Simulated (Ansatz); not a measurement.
# CH4BrGaO2: how energies converge with the basis set

The task here is to estimate one member of a computed series from the others.

Program: Ansatz 0.2.0, Gaussian basis. Level of theory: one geometry, several basis sets. These are calculated values, not measurements.

Plan: PBE0-D4/def2-SVP; ωB97M-V/def2-SVP; PBE0-D4/def2-QZVPP; ωB97M-V/def2-QZVPP; the functionals' def2-TZVPP values are taken from earlier runs.

1 further run of the same task is left out (it didn't finish).

### The relaxed structure

All runs share one geometry, relaxed beforehand with PBE0-D4 in a triple-zeta def2 set.

SMILES `C[O][Ga]([OH])[Br]`, 9 atoms, charge 0, spin multiplicity 1.

Atoms are counted from 1 here; the program's logs count them from 0.

Bond lengths: C1–O2 1.410 Å, C1–H6 1.094 Å, C1–H7 1.094 Å, C1–H8 1.096 Å, O2–Ga3 1.767 Å, Ga3–O4 1.768 Å, Ga3–Br5 2.265 Å, O4–H9 0.961 Å. Angles: O2–C1–H6 109.5°, O2–C1–H7 109.5°, O2–C1–H8 113.1°, H6–C1–H7 108.3°, H6–C1–H8 108.2°, H7–C1–H8 108.2°, C1–O2–Ga3 124.4°, O2–Ga3–O4 119.0°, O2–Ga3–Br5 121.2°, O4–Ga3–Br5 119.8°, Ga3–O4–H9 112.2°.

The first run:

Contents of in.yaml:

```yaml
crystal:
  periodic: [false, false, false]
  atoms:
    - {symbol: C, position_ang: [1.320895, 0.733509, 0.509657]}
    - {symbol: O, position_ang: [0.471704, -0.386616, 0.405319]}
    - {symbol: Ga, position_ang: [-1.060848, -0.400231, -0.473870]}
    - {symbol: O, position_ang: [-2.012807, -1.889243, -0.512143]}
    - {symbol: Br, position_ang: [-1.817007, 1.446965, -1.543886]}
    - {symbol: H, position_ang: [1.460460, 0.988191, 1.564811]}
    - {symbol: H, position_ang: [2.298687, 0.492012, 0.081415]}
    - {symbol: H, position_ang: [0.930927, 1.618074, -0.006650]}
    - {symbol: H, position_ang: [-1.592002, -2.602671, -0.024654]}
basis:
  gaussian: {orbitals: def2-SVP}
hamiltonian: {xc: pbe0, dispersion: d4}
output: {orbitals: {seedname: orbitals}}
```

On the command line:

```bash
> ansatz run in.yaml --threads 2 --pin off --events-out ev --progress --plain --max-ram 32768MiB --backend cpu
```

Steps of the session up to this table: PBE0-D4 in def2-SVP; ωB97M-V in def2-SVP; PBE0-D4 in def2-QZVPP; ωB97M-V in def2-QZVPP.

One of the session's tables, all rows but one given; the rest of the session is left out.

| functional | basis | HOMO (eV) |
| --- | --- | --- |
| PBE0-D4 | def2-SVP | -8.12 |
| PBE0-D4 | def2-TZVPP | -8.25 |
| PBE0-D4 | def2-QZVPP | -8.29 |
| ωB97M-V | def2-SVP | -10.49 |
| ωB97M-V | def2-TZVPP | ? |
| ωB97M-V | def2-QZVPP | -10.69 |

**Question.** Estimate the row for ωB97M-V, def2-TZVPP.

The run gave: HOMO (eV): -10.65. In the column «HOMO (eV)» it lies between ωB97M-V, def2-QZVPP (-10.69) and ωB97M-V, def2-SVP (-10.49).
